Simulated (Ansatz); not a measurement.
# ZrC+ (sextet): from Hartree-Fock to the top rungs, def2-QZVPP

The task here is to estimate one member of a computed series from the others.

Method: def2-QZVPP, core rule «outside noble gas», up to 5 orbitals frozen; program: Ansatz 0.2.0, Gaussian basis.

Plan: UHF; ROHF; CCSD(T) on UHF.

### The system

The geometry is a PBE0/def2-TZVP stationary point (not a proven minimum) of the parent state, kept for this charge and spin. No spin-orbit coupling is included. Elements past krypton take def2 core potentials.

2 atoms, charge 1, spin multiplicity 6.

Atoms are counted from 1 here; the program's logs count them from 0.

Bond lengths: Zr1–C2 1.897 Å.

The first run:

Input file in.yaml:

```yaml
crystal:
  periodic: [false, false, false]
  atoms:
    - {symbol: Zr, position_ang: [0.000000, 0.000000, 0.000000]}
    - {symbol: C, position_ang: [0.000000, 0.000000, 1.897000]}
basis:
  gaussian: {orbitals: "def2-QZVPP.json"}
total_charge: 1
magnetization: {spin_polarized: true, initial_magnetization: 5}
hamiltonian: {xc: hf}
output: {orbitals: {seedname: orbitals}}
```

Command:

```console
ansatz run in.yaml --threads 1 --pin off --events-out ev --progress --plain --max-ram 4096MiB --backend cpu
```

Steps of the session up to this table: UHF; ROHF; CCSD(T) on UHF.

One of the session's tables, all rows but one given; the rest of the session is left out.

It belongs to the step «Misses and costs». 

```
  method  from UCCSD(T) (meV)
    ROHF                    ?
     UHF              +3973.1
    UMP2               +656.8
   UCCSD               +187.7
UCCSD(T)                    0
```

**Question.** Estimate the row for ROHF.

The run gave: from UCCSD(T) (meV): +4100.0. In the column «from UCCSD(T) (meV)» it is the highest.
